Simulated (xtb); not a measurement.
**CH11GaN2Si (SMILES C[N]([SiH3])[GaH2-][NH3+]) at GFN0-xTB**

Aim: the energy change on altering one bond length of CH11GaN2Si at GFN0-xTB, from 2 runs. 

The calculation is run with xtb 6.7.1.

18 further runs of the same task are left out: 18 set aside as unsound or not needed.

## Step 1: The structure to begin with

The species is CH11GaN2Si (16 atoms), meant as a singlet with charge 0. As SMILES, `C[N]([SiH3])[GaH2-][NH3+]`. Geometry: a GFN2-xTB relaxation, a rough one for these elements and not checked as a minimum. This is one conformer, not always the lowest.

Bond lengths: C1–N2 1.455 Å, N2–Si3 1.718 Å, N2–Ga4 1.874 Å, Ga4–N5 2.186 Å, C1–H6 1.096 Å, C1–H7 1.096 Å, C1–H8 1.096 Å, Si3–H9 1.478 Å, Si3–H10 1.473 Å, Si3–H11 1.470 Å, Ga4–H12 1.546 Å, Ga4–H13 1.549 Å, N5–H14 1.020 Å, N5–H15 1.019 Å, N5–H16 1.018 Å. Some angles: C1–N2–Si3 117.4°, C1–N2–Ga4 118.7°, Si3–N2–Ga4 123.4°, N2–Ga4–N5 95.8°, N2–C1–H6 111.1°, N2–C1–H7 112.0°, N2–C1–H8 109.6°, N2–Si3–H9 108.6°, N2–Si3–H10 105.3°, N2–Si3–H11 113.1°.

## Step 2: Energy and forces at GFN0-xTB

coord reads:

```
$coord
     -0.825810316461     -3.545201798843     -0.822711165617  c
      0.444614762602     -1.118396612337     -0.582659256006  n
      3.461505828783     -1.125785441485      0.618658538680  si
     -1.093697891888      1.752947747725     -1.970738683588  ga
     -1.990183965411      3.537019284723      1.645743584675  n
     -0.995318749840     -4.482505956657      1.015878970076  h
      0.190711160497     -4.829043933391     -2.090263860971  h
     -2.730295202121     -3.260552352691     -1.586141622705  h
      3.396064613087     -2.228856374951      3.183621602157  h
      4.200067490071      1.553090312785      0.766302840797  h
      5.240380618938     -2.609768469892     -0.915572307381  h
      0.605090305105      3.879418761244     -3.033142710853  h
     -3.745078131045      1.217115905088     -3.089437652106  h
     -0.286765939412      3.533995722924      2.548824802373  h
     -3.177196533333      2.398742753555      2.648092115699  h
     -2.694069152311      5.327742657680      1.663525907508  h
$end
```

Run with:

```
$ xtb --gfn 0 --json --grad -c 0 -u 0 -- coord > coord.out
```

The log of the run (excerpt; [...] marks lines left out):

```text
* xtb version 6.7.1
[...]
          :  # basis functions                  54          :
[...]
          :  # electrons                        32          :
[...]
 Zeroth order Hamiltonian       ...        0 min,  0.001 sec ( 10.129%)
[...]
         ::                     SUMMARY                     ::
         :::::::::::::::::::::::::::::::::::::::::::::::::::::
         :: total energy             -17.263760537699 Eh    ::
         :: gradient norm              0.024841358475 Eh/a0 ::
         :: HOMO-LUMO gap              5.578501979207 eV    ::
         ::.................................................::
         :: H0 energy                -17.247837557915 Eh    ::
         :: repulsion energy           0.181032576147 Eh    ::
         :: electrostat energy        -0.179194797110 Eh    ::
         :: -> Gsolv                   0.000000000000 Eh    ::
         ::    -> Gsasa                0.000000000000 Eh    ::
         ::    -> Gshift               0.000000000000 Eh    ::
         :: dispersion energy         -0.005007223284 Eh    ::
         :: short-range corr.         -0.012753535537 Eh    ::
         :: add. restraining           0.000000000000 Eh    ::
         :: total charge               0.000000000000 e     ::
         :::::::::::::::::::::::::::::::::::::::::::::::::::::
[...]
        16        2.0000           -0.4315437             -11.7429 (HOMO)
        17                         -0.2265375              -6.1644 (LUMO)
[...]
     #   Z          covCN         q      C6AA      α(0)
     1   6 c        3.790     0.066    21.823     6.734
     2   7 n        2.533    -0.778    40.727     9.553
     3  14 si       3.774     0.602   133.729    21.358
     4  31 ga       3.509     0.648   236.516    33.678
     5   7 n        3.281    -1.251    65.345    12.104
     6   1 h        0.924     0.043     2.410     2.428
     7   1 h        0.924     0.031     2.567     2.506
     8   1 h        0.924     0.034     2.524     2.485
     9   1 h        0.914    -0.105     5.750     3.751
    10   1 h        0.916    -0.115     6.118     3.869
    11   1 h        0.916    -0.118     6.240     3.907
    12   1 h        0.907    -0.037     3.786     3.044
    13   1 h        0.906    -0.035     3.740     3.025
    14   1 h        0.860     0.343     0.599     1.213
[...]
     #   Z sym  total        # sym  WBO       # sym  WBO       # sym  WBO
 ---------------------------------------------------------------------------
     1   6 c    3.944 --     2 n    0.980     7 h    0.975     6 h    0.975
                             8 h    0.964
     2   7 n    2.625 --     3 si   1.084     1 c    0.980     4 ga   0.489
     3  14 si   3.817 --     2 n    1.084    11 h    0.890     9 h    0.888
                            10 h    0.866
     4  31 ga   2.653 --    13 h    0.845    12 h    0.843     2 n    0.489
                             5 n    0.351
     5   7 n    3.277 --    15 h    0.968    14 h    0.967    16 h    0.966
                             4 ga   0.351
     6   1 h    0.990 --     1 c    0.975
     7   1 h    0.990 --     1 c    0.975
     8   1 h    0.987 --     1 c    0.964
     9   1 h    0.905 --     3 si   0.888
[...]
          | TOTAL ENERGY              -17.263760537699 Eh   |
          | GRADIENT NORM               0.024841358475 Eh/α |
          | HOMO-LUMO GAP               5.578501979207 eV   |
           -------------------------------------------------
[...]
```

Standard error:

```text
normal termination of xtb
```

Wall time 0.047 s (1 thread of Intel Xeon Platinum 8259CL at 2.50GHz (Skylake/Cascade Lake), shared host).

## Step 3: The distorted shape

geom.xyz reads:

```xyz
16

C     -0.71942    -1.64043    -0.19178
N     -0.04714    -0.35622    -0.06475
Si     1.54932    -0.36013     0.57096
Ga    -0.86118     1.16323    -0.79929
N     -1.33558     2.10732     1.11447
H     -0.80912    -2.13643     0.78116
H     -0.18150    -2.31981    -0.86254
H     -1.72724    -1.48980    -0.59577
H      1.51470    -0.94385     1.92828
H      1.94016     1.05747     0.64909
H      2.77309    -1.38103    -0.48450
H      0.03778     2.28851    -1.36149
H     -2.26424     0.87968    -1.39128
H     -0.43418     2.10572     1.59236
H     -1.96372     1.50497     1.64489
H     -1.70806     3.05493     1.12388
```

Run with:

```
$ xtb geom.xyz --gfn 0 --grad -P 1 > run.log
```

The log of the run (excerpt; [...] marks lines left out):

```text
* xtb version 6.7.1
[...]
          :  # basis functions                  54          :
[...]
          :  # electrons                        32          :
[...]
 Zeroth order Hamiltonian       ...        0 min,  0.001 sec (  9.882%)
[...]
         ::                     SUMMARY                     ::
         :::::::::::::::::::::::::::::::::::::::::::::::::::::
         :: total energy             -17.236714740911 Eh    ::
         :: gradient norm              0.053608597106 Eh/a0 ::
         :: HOMO-LUMO gap              4.549424577809 eV    ::
         ::.................................................::
         :: H0 energy                -17.209640511109 Eh    ::
         :: repulsion energy           0.171482675113 Eh    ::
         :: electrostat energy        -0.180412718977 Eh    ::
         :: -> Gsolv                   0.000000000000 Eh    ::
         ::    -> Gsasa                0.000000000000 Eh    ::
         ::    -> Gshift               0.000000000000 Eh    ::
         :: dispersion energy         -0.005390652695 Eh    ::
         :: short-range corr.         -0.012753533243 Eh    ::
         :: add. restraining           0.000000000000 Eh    ::
         :: total charge              -0.000000000000 e     ::
         :::::::::::::::::::::::::::::::::::::::::::::::::::::
[...]
        16        2.0000           -0.4328525             -11.7785 (HOMO)
        17                         -0.2656643              -7.2291 (LUMO)
[...]
          | TOTAL ENERGY              -17.236714740911 Eh   |
          | GRADIENT NORM               0.053608597106 Eh/α |
          | HOMO-LUMO GAP               4.549424577809 eV   |
           -------------------------------------------------
[...]
```

Standard error:

```text
normal termination of xtb
```

Wall time 0.047 s (1 thread of Intel Xeon Platinum 8259CL at 2.50GHz (Skylake/Cascade Lake), shared host).

## Step 4: Results

At GFN0-xTB:

```
                                                           quantity          value
                                          first shape: total energy   -17.26376 Eh
                                         first shape: dipole moment         5.26 D
                                           first shape: HOMO energy      -11.74 eV
                                           first shape: LUMO energy       -6.16 eV
                                         first shape: HOMO–LUMO gap        5.58 eV
                                     first shape: dispersion energy  -13.15 kJ/mol
                              first shape: largest force on an atom     0.774 eV/Å
                        first shape: mean polarisability (D4 model)    112.1 bohr³
                                      distorted shape: total energy   -17.23671 Eh
                                     distorted shape: dipole moment         7.47 D
                                       distorted shape: HOMO energy      -11.78 eV
                                       distorted shape: LUMO energy       -7.23 eV
                                     distorted shape: HOMO–LUMO gap        4.55 eV
                                 distorted shape: dispersion energy  -14.15 kJ/mol
                          distorted shape: largest force on an atom     2.102 eV/Å
                    distorted shape: mean polarisability (D4 model)    121.3 bohr³
energy change with the Si3–H11 bond stretched from 1.470 to 1.912 Å       0.736 eV
```

With the Si3–H11 bond stretched from 1.470 to 1.912 Å the energy rises by 0.74 eV (17.0 kcal/mol). The first shape isn't relaxed at this level, so the change isn't measured from a minimum. The largest force (first shape) is 0.77 eV/Å: the shape isn't a stationary point for this species at this level.
